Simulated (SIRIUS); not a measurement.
Something may be wrong with this SIRIUS 7.12.0 calculation of HPbNO4.

File sirius.json:

```json
{
  "control": {
    "processing_unit": "cpu",
    "std_evp_solver_name": "lapack",
    "gen_evp_solver_name": "lapack",
    "verbosity": 2,
    "print_forces": true,
    "ortho_rf": true,
    "use_second_variation": true,
    "rmt_max": 3.0,
    "num_bands_to_print": 24,
    "save_wf": true
  },
  "parameters": {
    "electronic_structure_method": "full_potential_lapwlo",
    "xc_functionals": ["XC_GGA_X_RPBE", "XC_GGA_C_PBE"],
    "core_relativity": "dirac",
    "valence_relativity": "iora",
    "num_fv_states": 46,
    "smearing": "gaussian",
    "smearing_width": 0.0007349864,
    "pw_cutoff": 31,
    "gk_cutoff": 6.0,
    "lmax_apw": 12,
    "lmax_rho": 8,
    "lmax_pot": 8,
    "num_mag_dims": 0,
    "auto_rmt": 0,
    "ngridk": [3, 1, 1],
    "shiftk": [0, 0, 0],
    "num_dft_iter": 50,
    "energy_tol": 1e-07,
    "density_tol": 1e-05,
    "use_symmetry": true,
    "extra_charge": -2
  },
  "settings": {"tol_ne": 1e-10},
  "iterative_solver": {"type": "exact"},
  "mixer": {"type": "anderson", "beta": 0.5, "max_history": 8},
  "unit_cell": {
    "lattice_vectors": [
      [0.999031559144, 0.037285731181, 0.023360609673],
      [-0.065633670336, 1.432685557683, 0.042695583877],
      [-0.12493467649, -0.499562438584, 1.482784370748]
    ],
    "atom_types": ["H", "N", "O", "Pb"],
    "atom_files": {"H": "H.json", "N": "N.json", "O": "O.json", "Pb": "Pb.json"},
    "atoms": {
      "H": [[0.10913, 0.65718, 0.54463]],
      "N": [[0.9158, 0.96263, 0.95867]],
      "O": [
        [0.01384, 0.13639, 0.88084],
        [0.72398, 0.01057, 0.12858],
        [0.00389, 0.73732, 0.87043],
        [0.11927, 0.59324, 0.37651]
      ],
      "Pb": [[0.61029, 0.52127, 0.151]]
    },
    "lattice_vectors_scale": 6.9860244483
  }
}
```

File H.json:

```json
{
  "name": "hydrogen",
  "symbol": "H",
  "number": 1,
  "mass": 1.00794,
  "rmin": 1e-06,
  "rmt": 0.73,
  "nrmt": 800,
  "rinf": 15.07,
  "core": "",
  "valence": [
    {"basis": [{"enu": 0.05, "dme": 0, "n": 0, "auto": 0}, {"enu": 0.05, "dme": 1, "n": 0, "auto": 0}]},
    {"l": 0, "n": 1, "basis": [{"enu": 0.15, "dme": 0, "n": 0, "auto": 0}]},
    {"l": 1, "n": 2, "basis": [{"enu": 0.15, "dme": 0, "n": 0, "auto": 0}]},
    {"l": 2, "n": 3, "basis": [{"enu": 0.15, "dme": 0, "n": 0, "auto": 0}]},
    {"l": 3, "n": 4, "basis": [{"enu": 0.15, "dme": 0, "n": 0, "auto": 0}]}
  ],
  "lo": [
    {"l": 0, "basis": [{"enu": 0.15, "dme": 0, "n": 0, "auto": 0}, {"enu": 0.15, "dme": 1, "n": 0, "auto": 0}]},
    {"l": 0, "basis": [{"enu": 0.15, "dme": 1, "n": 0, "auto": 0}, {"enu": 0.15, "dme": 2, "n": 0, "auto": 0}]},
    {
      "l": 0,
      "basis": [{"enu": 0.15, "dme": 0, "n": 0, "auto": 0}, {"enu": 22.6683, "dme": 0, "n": 0, "auto": 0}]
    },
    {"l": 1, "basis": [{"enu": 0.15, "dme": 0, "n": 0, "auto": 0}, {"enu": 0.15, "dme": 1, "n": 0, "auto": 0}]},
    {"l": 1, "basis": [{"enu": 0.15, "dme": 1, "n": 0, "auto": 0}, {"enu": 0.15, "dme": 2, "n": 0, "auto": 0}]},
    {"l": 1, "basis": [{"enu": 0.15, "dme": 0, "n": 0, "auto": 0}, {"enu": 26.046, "dme": 0, "n": 0, "auto": 0}]},
    {"l": 2, "basis": [{"enu": 0.15, "dme": 0, "n": 0, "auto": 0}, {"enu": 0.15, "dme": 1, "n": 0, "auto": 0}]},
    {"l": 2, "basis": [{"enu": 0.15, "dme": 1, "n": 0, "auto": 0}, {"enu": 0.15, "dme": 2, "n": 0, "auto": 0}]},
    {"l": 3, "basis": [{"enu": 0.15, "dme": 0, "n": 0, "auto": 0}, {"enu": 0.15, "dme": 1, "n": 0, "auto": 0}]}
  ],
  "free_atom": [... radial grid and density of the free atom, the start of the SCF ...]
}
```

File N.json:

```json
{
  "name": "nitrogen",
  "symbol": "N",
  "number": 7,
  "mass": 14.0067,
  "rmin": 1e-06,
  "rmt": 1.01,
  "nrmt": 800,
  "rinf": 13.03,
  "core": "",
  "valence": [
    {"basis": [{"enu": 0.05, "dme": 0, "n": 0, "auto": 0}, {"enu": 0.05, "dme": 1, "n": 0, "auto": 0}]},
    {"l": 0, "n": 1, "basis": [{"enu": -0.0052, "dme": 0, "n": 0, "auto": 0}]},
    {"l": 1, "n": 2, "basis": [{"enu": 0.15, "dme": 0, "n": 0, "auto": 0}]},
    {"l": 2, "n": 3, "basis": [{"enu": 0.15, "dme": 0, "n": 0, "auto": 0}]},
    {"l": 3, "n": 4, "basis": [{"enu": 0.15, "dme": 0, "n": 0, "auto": 0}]}
  ],
  "lo": [
    {
      "l": 0,
      "basis": [{"enu": -0.0052, "dme": 0, "n": 0, "auto": 0}, {"enu": -0.0052, "dme": 1, "n": 0, "auto": 0}]
    },
    {
      "l": 0,
      "basis": [{"enu": -0.0052, "dme": 1, "n": 0, "auto": 0}, {"enu": -0.0052, "dme": 2, "n": 0, "auto": 0}]
    },
    {
      "l": 0,
      "basis": [{"enu": -13.5941, "dme": 0, "n": 1, "auto": 1}, {"enu": -13.5941, "dme": 1, "n": 1, "auto": 1}]
    },
    {
      "l": 0,
      "basis": [{"enu": -0.0052, "dme": 0, "n": 0, "auto": 0}, {"enu": 11.7583, "dme": 0, "n": 0, "auto": 0}]
    },
    {"l": 1, "basis": [{"enu": 0.15, "dme": 0, "n": 0, "auto": 0}, {"enu": 0.15, "dme": 1, "n": 0, "auto": 0}]},
    {"l": 1, "basis": [{"enu": 0.15, "dme": 1, "n": 0, "auto": 0}, {"enu": 0.15, "dme": 2, "n": 0, "auto": 0}]},
    {
      "l": 1,
      "basis": [{"enu": 0.15, "dme": 0, "n": 0, "auto": 0}, {"enu": 13.6781, "dme": 0, "n": 0, "auto": 0}]
    },
    {"l": 2, "basis": [{"enu": 0.15, "dme": 0, "n": 0, "auto": 0}, {"enu": 0.15, "dme": 1, "n": 0, "auto": 0}]},
    {"l": 2, "basis": [{"enu": 0.15, "dme": 1, "n": 0, "auto": 0}, {"enu": 0.15, "dme": 2, "n": 0, "auto": 0}]},
    {
      "l": 2,
      "basis": [{"enu": 0.15, "dme": 0, "n": 0, "auto": 0}, {"enu": 15.4426, "dme": 0, "n": 0, "auto": 0}]
    },
    {"l": 3, "basis": [{"enu": 0.15, "dme": 0, "n": 0, "auto": 0}, {"enu": 0.15, "dme": 1, "n": 0, "auto": 0}]}
  ],
  "free_atom": [... radial grid and density of the free atom, the start of the SCF ...]
}
```

Contents of O.json:

```json
{
  "name": "oxygen",
  "symbol": "O",
  "number": 8,
  "mass": 15.9994,
  "rmin": 1e-06,
  "rmt": 1.01,
  "nrmt": 800,
  "rinf": 11.55,
  "core": "1s",
  "valence": [
    {"basis": [{"enu": 0.05, "dme": 0, "n": 0, "auto": 0}, {"enu": 0.05, "dme": 1, "n": 0, "auto": 0}]},
    {"l": 0, "n": 1, "basis": [{"enu": -0.0671, "dme": 0, "n": 0, "auto": 0}]},
    {"l": 1, "n": 2, "basis": [{"enu": 0.15, "dme": 0, "n": 0, "auto": 0}]},
    {"l": 2, "n": 3, "basis": [{"enu": 0.15, "dme": 0, "n": 0, "auto": 0}]},
    {"l": 3, "n": 4, "basis": [{"enu": 0.15, "dme": 0, "n": 0, "auto": 0}]}
  ],
  "lo": [
    {
      "l": 0,
      "basis": [{"enu": -0.0671, "dme": 0, "n": 0, "auto": 0}, {"enu": -0.0671, "dme": 1, "n": 0, "auto": 0}]
    },
    {
      "l": 0,
      "basis": [{"enu": -0.0671, "dme": 1, "n": 0, "auto": 0}, {"enu": -0.0671, "dme": 2, "n": 0, "auto": 0}]
    },
    {
      "l": 0,
      "basis": [{"enu": -0.0671, "dme": 0, "n": 0, "auto": 0}, {"enu": 11.6964, "dme": 0, "n": 0, "auto": 0}]
    },
    {"l": 1, "basis": [{"enu": 0.15, "dme": 0, "n": 0, "auto": 0}, {"enu": 0.15, "dme": 1, "n": 0, "auto": 0}]},
    {"l": 1, "basis": [{"enu": 0.15, "dme": 1, "n": 0, "auto": 0}, {"enu": 0.15, "dme": 2, "n": 0, "auto": 0}]},
    {
      "l": 1,
      "basis": [{"enu": 0.15, "dme": 0, "n": 0, "auto": 0}, {"enu": 13.6781, "dme": 0, "n": 0, "auto": 0}]
    },
    {"l": 2, "basis": [{"enu": 0.15, "dme": 0, "n": 0, "auto": 0}, {"enu": 0.15, "dme": 1, "n": 0, "auto": 0}]},
    {"l": 2, "basis": [{"enu": 0.15, "dme": 1, "n": 0, "auto": 0}, {"enu": 0.15, "dme": 2, "n": 0, "auto": 0}]},
    {
      "l": 2,
      "basis": [{"enu": 0.15, "dme": 0, "n": 0, "auto": 0}, {"enu": 15.4426, "dme": 0, "n": 0, "auto": 0}]
    },
    {"l": 3, "basis": [{"enu": 0.15, "dme": 0, "n": 0, "auto": 0}, {"enu": 0.15, "dme": 1, "n": 0, "auto": 0}]}
  ],
  "free_atom": [... radial grid and density of the free atom, the start of the SCF ...]
}
```

Pb.json

```json
{
  "name": "lead",
  "symbol": "Pb",
  "number": 82,
  "mass": 207.2,
  "rmin": 1e-06,
  "rmt": 1.68,
  "nrmt": 800,
  "rinf": 17.22,
  "core": "1s2s2p3s3p3d4s4p4d",
  "valence": [
    {"basis": [{"enu": 0.05, "dme": 0, "n": 0, "auto": 0}, {"enu": 0.05, "dme": 1, "n": 0, "auto": 0}]},
    {"l": 0, "n": 1, "basis": [{"enu": 0.0427, "dme": 0, "n": 0, "auto": 0}]},
    {"l": 1, "n": 2, "basis": [{"enu": 0.15, "dme": 0, "n": 0, "auto": 0}]},
    {"l": 2, "n": 3, "basis": [{"enu": -0.1244, "dme": 0, "n": 0, "auto": 0}]},
    {"l": 3, "n": 4, "basis": [{"enu": 0.15, "dme": 0, "n": 0, "auto": 0}]},
    {"l": 4, "n": 5, "basis": [{"enu": 0.15, "dme": 0, "n": 0, "auto": 0}]}
  ],
  "lo": [
    {
      "l": 0,
      "basis": [{"enu": 0.0427, "dme": 0, "n": 0, "auto": 0}, {"enu": 0.0427, "dme": 1, "n": 0, "auto": 0}]
    },
    {
      "l": 0,
      "basis": [{"enu": -4.9961, "dme": 0, "n": 5, "auto": 1}, {"enu": -4.9961, "dme": 1, "n": 5, "auto": 1}]
    },
    {
      "l": 0,
      "basis": [{"enu": -4.9961, "dme": 1, "n": 5, "auto": 1}, {"enu": 0.0427, "dme": 0, "n": 0, "auto": 0}]
    },
    {
      "l": 0,
      "basis": [{"enu": 0.0427, "dme": 0, "n": 0, "auto": 0}, {"enu": 5.7116, "dme": 0, "n": 0, "auto": 0}]
    },
    {"l": 1, "basis": [{"enu": 0.15, "dme": 0, "n": 0, "auto": 0}, {"enu": 0.15, "dme": 1, "n": 0, "auto": 0}]},
    {
      "l": 1,
      "basis": [{"enu": -2.8646, "dme": 0, "n": 5, "auto": 1}, {"enu": -2.8646, "dme": 1, "n": 5, "auto": 1}]
    },
    {
      "l": 1,
      "basis": [{"enu": -2.8646, "dme": 1, "n": 5, "auto": 1}, {"enu": 0.15, "dme": 0, "n": 0, "auto": 0}]
    },
    {"l": 1, "basis": [{"enu": 0.15, "dme": 0, "n": 0, "auto": 0}, {"enu": 6.6693, "dme": 0, "n": 0, "auto": 0}]},
    {
      "l": 2,
      "basis": [{"enu": -0.1244, "dme": 0, "n": 0, "auto": 0}, {"enu": -0.1244, "dme": 1, "n": 0, "auto": 0}]
    },
    {
      "l": 2,
      "basis": [{"enu": -0.1244, "dme": 1, "n": 0, "auto": 0}, {"enu": -0.1244, "dme": 2, "n": 0, "auto": 0}]
    },
    {
      "l": 2,
      "basis": [{"enu": -0.1244, "dme": 0, "n": 0, "auto": 0}, {"enu": 5.4029, "dme": 0, "n": 0, "auto": 0}]
    },
    {"l": 3, "basis": [{"enu": 0.15, "dme": 0, "n": 0, "auto": 0}, {"enu": 0.15, "dme": 1, "n": 0, "auto": 0}]},
    {
      "l": 3,
      "basis": [{"enu": -4.6274, "dme": 0, "n": 4, "auto": 1}, {"enu": -4.6274, "dme": 1, "n": 4, "auto": 1}]
    },
    {
      "l": 3,
      "basis": [{"enu": -4.6274, "dme": 1, "n": 4, "auto": 1}, {"enu": 0.15, "dme": 0, "n": 0, "auto": 0}]
    },
    {"l": 3, "basis": [{"enu": 0.15, "dme": 0, "n": 0, "auto": 0}, {"enu": 8.37, "dme": 0, "n": 0, "auto": 0}]},
    {"l": 4, "basis": [{"enu": 0.15, "dme": 0, "n": 0, "auto": 0}, {"enu": 0.15, "dme": 1, "n": 0, "auto": 0}]},
    {"l": 4, "basis": [{"enu": 0.15, "dme": 0, "n": 0, "auto": 0}, {"enu": 6.9527, "dme": 0, "n": 0, "auto": 0}]}
  ],
  "free_atom": [... radial grid and density of the free atom, the start of the SCF ...]
}
```

Potentials or basis: all-electron FP-LAPW, apw+lo standard.

Launch:

```bash
$ OMP_NUM_THREADS=2 sirius.scf --input=sirius.json --output=output.json
```

Output:

```text
[info] SIRIUS version : 7.12.0
[info] number of MPI ranks           : 1
[info] MPI grid                      : 1 1
[info] maximum number of OMP threads : 2
[fft] FFT context for density and potential
[fft] =====================================
[fft]   plane wave cutoff                     : 31
[fft]   grid size                             : 72 108 120   total : 933120
[fft]   grid limits                           : -35 36   -53 54   -59 60
[fft]   number of G-vectors within the cutoff : 369073
[fft]   number of G-shells                    : 184537
[fft] FFT context for coarse grid
[fft] =====================================
[fft]   plane wave cutoff                     : 12
[fft]   grid size                             : 30 45 45   total : 60750
[fft]   grid limits                           : -14 15   -22 22   -22 22
[fft]   number of G-vectors within the cutoff : 21393
[fft]   number of G-shells                    : 10697
[unit cell] lattice vectors
[... 566 lines left out ...]
[find] | SCF iteration   2 out of  50|
[find] +------------------------------+
[generate_radial_functions] Linearization energies
[generate_radial_functions] Atom : H, class id : 0
[generate_radial_functions] augmented waves
[generate_radial_functions] local orbitals
[generate_radial_functions] Atom : N, class id : 1
[generate_radial_functions] augmented waves
[generate_radial_functions] local orbitals
[generate_radial_functions] {l: 0, n: 1, enu: -14.5769, dme: 0, auto: 1}
[generate_radial_functions] {l: 0, n: 1, enu: -14.5769, dme: 1, auto: 1}
[generate_radial_functions] Atom : O, class id : 2
[generate_radial_functions] augmented waves
[generate_radial_functions] local orbitals
[generate_radial_functions] Atom : O, class id : 3
[generate_radial_functions] augmented waves
[... 4 lines left out ...]
[generate_radial_functions] Atom : O, class id : 5
[generate_radial_functions] augmented waves
[generate_radial_functions] local orbitals
[generate_radial_functions] Atom : Pb, class id : 6
[generate_radial_functions] augmented waves
[generate_radial_functions] local orbitals
[generate_radial_functions] {l: 0, n: 5, enu: -4.67881, dme: 0, auto: 1}
[generate_radial_functions] {l: 0, n: 5, enu: -4.67881, dme: 1, auto: 1}
[generate_radial_functions] {l: 0, n: 5, enu: -4.67881, dme: 1, auto: 1}
[generate_radial_functions] {l: 1, n: 5, enu: -2.51937, dme: 0, auto: 1}
[generate_radial_functions] {l: 1, n: 5, enu: -2.51937, dme: 1, auto: 1}
[generate_radial_functions] {l: 1, n: 5, enu: -2.51937, dme: 1, auto: 1}
[generate_radial_functions] {l: 3, n: 4, enu: -4.22787, dme: 0, auto: 1}
[generate_radial_functions] {l: 3, n: 4, enu: -4.22787, dme: 1, auto: 1}
[generate_radial_functions] {l: 3, n: 4, enu: -4.22787, dme: 1, auto: 1}
```

Problem. Diagnose the run.

Solution. The run was cut off at its time limit. The input holds a flaw that was put in on purpose: large extra charge in a bulk cell (parameters.extra_charge = -2).
